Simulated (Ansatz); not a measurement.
# CBGe: the cost of one run

Computed with Ansatz 0.2.0, Gaussian basis. Level: UKS PBE0/def2-TZVP.

## (1) The system as given

3 atoms, charge 0, spin multiplicity 4.

Atoms are counted from 1 here; the program's logs count them from 0.

Bond lengths: B1–C2 1.384 Å, C2–Ge3 1.917 Å. Angles: B1–C2–Ge3 180.0°.

The start was built by rule and, where that kept it together, relaxed with GFN2-xTB. Sticks and bond lists go by distance. No spin-orbit coupling is included. 

## (2) Relaxation

The input, in.yaml:

```yaml
crystal:
  periodic: [false, false, false]
  atoms:
    - {symbol: B, position_ang: [0.000000, 0.000000, -1.561472]}
    - {symbol: C, position_ang: [0.000000, 0.000000, -0.177915]}
    - {symbol: Ge, position_ang: [0.000000, 0.000000, 1.739387]}
basis:
  gaussian: {orbitals: def2-TZVP}
magnetization: {spin_polarized: true, initial_magnetization: 3}
hamiltonian: {xc: pbe0}
relax: {f_tol: 0.004, max_steps: 80}
```

Command:

```sh
$ ansatz run in.yaml --threads 1 --pin off --events-out ev --progress --plain --max-ram 2176MiB
```

**Question.** How long does this run take on 1 thread of Arm Neoverse V2, shared host, and how much memory does it need?

About 31 s, with a peak of 0.25 GiB.
